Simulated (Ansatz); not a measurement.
# TiCl+ (triplet): the correlation ladder, def2-TZVPP

One table from this session's results is given with a row withheld; the runs are named, their logs left out.

The runs use Ansatz 0.2.0, Gaussian basis; def2-TZVPP, core rule «outside noble gas», up to 14 orbitals frozen.

The runs, in order: UHF; ROHF; CCSD(T) on UHF.

2 further runs of the same task are left out: 2 set aside as unsound or not needed.

### The system

The geometry is a PBE0/def2-TZVP stationary point (not a proven minimum).

2 atoms, charge 1, spin multiplicity 3.

Atoms are counted from 1 here; the program's logs count them from 0.

Bond lengths: Ti1–Cl2 2.169 Å.

Geometry (Å):

```
Ti    0.0000    0.0000    0.0000
Cl    0.0000    0.0000    2.1686
```

The first run:

in.yaml reads:

```yaml
crystal:
  periodic: [false, false, false]
  atoms:
    - {symbol: Ti, position_ang: [0.000000, 0.000000, 0.000000]}
    - {symbol: Cl, position_ang: [0.000000, 0.000000, 2.168600]}
basis:
  gaussian: {orbitals: def2-TZVPP}
total_charge: 1
magnetization: {spin_polarized: true, initial_magnetization: 2}
hamiltonian: {xc: hf}
output: {orbitals: {seedname: orbitals}}
```

Launch:

```sh
ansatz run in.yaml --threads 1 --pin off --events-out ev --progress --plain --max-ram 4096MiB --backend cpu
```

Steps of the session up to this table: UHF; ROHF; CCSD(T) on UHF.

One of the session's tables, all rows but one given; the rest of the session is left out.

It belongs to the step «Misses and costs». 

```
  method  from UCCSD(T) (kcal/mol)
    ROHF                         ?
     UHF                   +159.37
    UMP2                    +19.85
   UCCSD                     +7.14
UCCSD(T)                         0
```

Q: Estimate the row for ROHF from the others.

**Answer.** from UCCSD(T) (kcal/mol): +162.43. In the column «from UCCSD(T) (kcal/mol)» it is the highest.
